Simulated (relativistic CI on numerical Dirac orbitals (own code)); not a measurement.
# Hg⁵⁴⁺: how the levels respond to the fine-structure constant and the nuclear radius

How sensitive are the low transitions of Hg⁵⁴⁺ to a change of α? Wanted is q = dE/dx with x = (α/α0)² − 1, and the field-shift factor by the mean square nuclear radius, for the lowest 30 levels.

Method: Dirac-Coulomb-Breit CI, KLI orbitals optimised for each configuration, derivatives by finite differences. Code: relativistic CI on numerical Dirac orbitals (own code) version 2.

## Step 1: What is computed

* ion: Hg⁵⁴⁺ (Hg LV)
* nuclear charge: 80
* electrons: 26
* isotope: A = 202
* first configuration: [Ar] 3d8

Outer shells as boxes (Hund's rule):

[Ar] 3d8
```
[Ar] core
3d [↑↓][↑↓][↑↓][↑ ][↑ ]
```

## Step 2: Levels and derivatives

Settings, as recorded:

```ini
atom Hg  Z=80  charge=54  electrons=26
nucleus A=202  rms_radius_fm=5.4648
hamiltonian dirac-coulomb  breit=on  qed=off  c_scale=1
orbitals kli  potential=per-configuration
slater_scale 1
correlation none
mixing on
configurations
  [Ar] 3d8
  [Ne] 3s2 3p5 3d9
  [Ne] 3s2 3p4 3d10
  [Ne] 3s 3p6 3d9
  [Ne] 3p6 3d10
  [Ne] 3s 3p5 3d10
  [Ar] 3d7 4s
  [Ar] 3d7 4p
end
derivatives alpha2 +-0.01 radius +-1%
```

Q: Predict the outcome of this session. Wanted: lowest level; largest q in size, lowest 30 levels; largest K in size within the lowest configuration; largest field-shift factor among them.

**Answer**, as computed:

| quantity | value |
| --- | --- |
| lowest level | 3d8 3F4 |
| largest q in size, lowest 30 levels | 7.202e+06 cm⁻¹ (3s 3p5 3d10 3P°2) |
| largest K in size within the lowest configuration | 2.10 (3d8 3F3) |
| largest field-shift factor among them | -1.28e+04 GHz/fm² (3s 3p6 3d9 3D3) |

**Reading.** Among these levels the largest q belongs to 3s 3p5 3d10 3P°2, a change of configuration. The fine-structure partner 3F3 has K = 2.10, close to the 2 of an interval that scales as α². K = 2q/E, the relative sensitivity of a level, hangs on the computed energy: between configurations that lie close it can be off by a factor of several.
